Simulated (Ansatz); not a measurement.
**CH₅ClNOV: one species, many methods**

The task here is to estimate one member of a computed series from the others.

Program: Ansatz 0.2.0, Gaussian basis. Level of theory: functionals in def2-TZVPP, the program's frozen cores in correlated methods. These are calculated values, not measurements.

Levels to be run: LDA (SPW92), PBE-D4, revPBE-D4, BLYP-D4, r2SCAN-D4, B97M-V, PBE0-D4, B3LYP-D4, r2SCANh-D4, r2SCAN0-D4, HSE06-D4, BHLYP-D4, CAM-B3LYP-D4, LC-ωPBE, ωB97X-V, ωB97M-V, B2PLYP, PBE-QIDH; CCSD(T)/def2-SVP; CCSD(T)/def2-TZVPP; MP2/def2-QZVPP; extrapolation to the limit; RPA on PBE.

## The geometry

An earlier PBE0-D4 in a triple-zeta def2 set relaxation fixed the geometry.

SMILES `[CH3][V](=[NH])([OH])[Cl]`, 10 atoms, charge 0, spin multiplicity 1.

Atoms are counted from 1 here; the program's logs count them from 0.

Bond lengths: C1–V2 2.004 Å, C1–H6 1.090 Å, C1–H7 1.092 Å, C1–H8 1.095 Å, V2–N3 1.599 Å, V2–O4 1.768 Å, V2–Cl5 2.167 Å, N3–H9 1.011 Å, O4–H10 0.965 Å. Angles: V2–C1–H6 110.9°, V2–C1–H7 107.8°, V2–C1–H8 107.1°, H6–C1–H7 110.0°, H6–C1–H8 110.7°, H7–C1–H8 110.3°, C1–V2–N3 102.6°, C1–V2–O4 106.5°, C1–V2–Cl5 107.9°, N3–V2–O4 107.9°, N3–V2–Cl5 113.8°, O4–V2–Cl5 116.9°, V2–N3–H9 173.4°, V2–O4–H10 115.4°.

As a file:

```
C    -1.24344   -0.38968   -0.39286
V     0.50822    0.37690    0.20724
N     0.80437   -0.43933    1.55042
O     1.70722   -0.10533   -0.99863
Cl    0.23183    2.50308    0.52014
H    -1.17201   -1.46970   -0.52043
H    -1.98976   -0.15183    0.36850
H    -1.49976    0.09622   -1.33977
H     1.05255   -0.86212    2.43498
H     1.68377    0.39071   -1.82658
```

Set-up of the first run:

File in.yaml:

```yaml
crystal:
  periodic: [false, false, false]
  atoms:
    - {symbol: C, position_ang: [-1.243437, -0.389684, -0.392860]}
    - {symbol: V, position_ang: [0.508222, 0.376901, 0.207235]}
    - {symbol: N, position_ang: [0.804373, -0.439334, 1.550415]}
    - {symbol: O, position_ang: [1.707218, -0.105332, -0.998632]}
    - {symbol: Cl, position_ang: [0.231833, 2.503078, 0.520139]}
    - {symbol: H, position_ang: [-1.172006, -1.469703, -0.520431]}
    - {symbol: H, position_ang: [-1.989757, -0.151830, 0.368504]}
    - {symbol: H, position_ang: [-1.499762, 0.096217, -1.339772]}
    - {symbol: H, position_ang: [1.052552, -0.862124, 2.434980]}
    - {symbol: H, position_ang: [1.683766, 0.390710, -1.826579]}
basis:
  gaussian: {orbitals: def2-TZVPP}
hamiltonian: {xc: lda}
output: {orbitals: {seedname: orbitals}}
```

Command:

```console
ansatz run in.yaml --threads 4 --pin off --events-out ev --progress --plain --max-ram 10444MiB
```

Steps of the session up to this table: LDA; PBE-D4 (GGA); revPBE-D4 (GGA); BLYP-D4 (GGA); r2SCAN-D4 (meta-GGA); B97M-V (meta-GGA); B3LYP-D4 (hybrid); r2SCANh-D4 (hybrid); r2SCAN0-D4 (hybrid); HSE06-D4 (hybrid); BHLYP-D4 (hybrid); CAM-B3LYP-D4 (range-separated); LC-ωPBE (range-separated); ωB97X-V (range-separated); ωB97M-V (range-separated); B2PLYP (double hybrid); PBE-QIDH (double hybrid).

One of the session's tables, all rows but one given; the rest of the session is left out.

It belongs to the step «Orbital energies across the functionals». 

| functional | HOMO (eV) | LUMO (eV) | gap (eV) |
| --- | --- | --- | --- |
| LDA (SPW92) | -7.10 | -3.92 | 3.18 |
| PBE-D4 | -6.92 | -3.67 | 3.25 |
| revPBE-D4 | -6.85 | -3.58 | 3.27 |
| BLYP-D4 | -6.78 | -3.56 | 3.22 |
| r2SCAN-D4 | -7.21 | -3.61 | 3.60 |
| B97M-V | -7.27 | -3.56 | 3.70 |
| PBE0-D4 | -8.31 | -2.62 | 5.69 |
| B3LYP-D4 | -8.05 | -2.89 | 5.16 |
| r2SCANh-D4 | ? | ? | ? |
| r2SCAN0-D4 | -8.51 | -2.56 | 5.95 |
| HSE06-D4 | -7.90 | -3.00 | 4.90 |
| BHLYP-D4 | -9.54 | -1.37 | 8.17 |
| CAM-B3LYP-D4 | -9.69 | -1.48 | 8.22 |
| LC-ωPBE | -11.09 | -0.34 | 10.75 |
| ωB97X-V | -10.71 | -0.36 | 10.36 |
| ωB97M-V | -10.60 | -0.34 | 10.26 |

Estimate the missing values for r2SCANh-D4.

Worked estimate for «HOMO (eV)». Against the share of exact exchange, r2SCAN-D4 (0, -7.21), r2SCAN0-D4 (0.25, -8.51) give a slope of -5.20 per unit share; at 0.1 the line stands at -7.73.

The run gave: HOMO (eV): -7.73; LUMO (eV): -3.20; gap (eV): 4.53. In «HOMO (eV)» the line misses by 0.00.
